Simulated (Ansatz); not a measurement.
**W (fcc type): how the settings move a single-point run**

How sensitive is a single-point run of W (fcc type) to its settings? A reference run comes first, then one run with altered input.

Program: Ansatz 0.2.0. Level of theory: reference: DFT, LDA, PAW with Ansatz's default frozen-core files, scalar-relativistic. These are calculated values, not measurements.

1 further run of the same task is left out (set aside as unsound or not needed). Runs told in other sessions of the task aren't counted.

## 1. Starting point

It takes space group Fm-3m (No. 225, cubic). Conventional cell: a = 3.194 Å, b = 3.194 Å, c = 3.194 Å, α = 90.00°, β = 90.00°, γ = 90.00°. W (site symmetry m-3m) is surrounded by 12 W at 2.26 Å.

As a file:

```cif
data_structure
_symmetry_space_group_name_H-M 'P 1'
_symmetry_Int_Tables_number 1
_cell_length_a 2.2588
_cell_length_b 2.2588
_cell_length_c 2.2588
_cell_angle_alpha 60.000
_cell_angle_beta 60.000
_cell_angle_gamma 60.000
_cell_volume 8.15
loop_
_atom_site_label
_atom_site_type_symbol
_atom_site_fract_x
_atom_site_fract_y
_atom_site_fract_z
_atom_site_occupancy
W1 W 0.00000 0.00000 0.00000 1
```

## 2. Reference

The input, input.yaml:

```yaml
crystal:
  lattice:
    - [0.0, 1.5972475813, 1.5972475813]
    - [1.5972475813, 0.0, 1.5972475813]
    - [1.5972475813, 1.5972475813, 0.0]
  atoms:
    - { symbol: W, position: [0.0, 0.0, 0.0] }
kpoints:
  mp_grid: { grid: [16, 16, 16] }
scf:
  occupations: { method: fermi_dirac, width: 0.08 }
hamiltonian:
  xc: lda
  pseudopotentials: { kind: paw }
output:
  forces: true
  stress: true
  eigenvalues: true
  populations: true
```

Started as:

```sh
$ ansatz run input.yaml --threads 1 --pin off --max-ram 2048MiB --backend cpu --events-out ev --progress --plain --runs-dir out
```

## 3. Variant: occupations.method tetrahedron, eigensolver.kind davidson, width left out

Edit input.yaml of step 2 so:

```diff
@@ -10,3 +10,4 @@
 scf:
-  occupations: { method: fermi_dirac, width: 0.08 }
+  occupations: { method: tetrahedron }
+  eigensolver: { kind: davidson }
 hamiltonian:
```

**Question.** What will these runs give? Wanted: for each run, ending; energy change; pressure; gap; force.

**Answer**, as computed:

```
                                                                         run     ending        energy change  pressure (GPa)  gap (eV)  force (eV/Å)  cycles   time
                                                                   reference  converged                    0           714.2      0.00          0.00       6  1.9 s
1: occupations.method tetrahedron, eigensolver.kind davidson, width left out  converged  -2.0 meV/atom (σ→0)           716.6      0.00          0.00       5  1.4 s
```

Residual by cycle in the longest SCF loop of each run; runs are numbered as in the table. The quantity is the density residual dr2, in eV.

```
cycle  reference    run 1
    1       1.12     1.11
    2      0.137    0.135
    3    0.00319  0.00323
    4     2.8e-6   5.0e-6
    5     8.6e-8   6.7e-8
    6     2.0e-9        -
```

What this shows: Changing the smearing and solver moves the energy by -2.0 meV/atom (σ→0 values), and the pressure goes from 714.2 to 716.6 GPa. Cost: 5 SCF cycles against 6. The structure is not at rest: the sound run finds 714 GPa, so these are no properties of the relaxed crystal. 

At pressures up to 717 GPa the PAW spheres may overlap and frozen cores may not hold, so those PAW values are rough without an all-electron check.
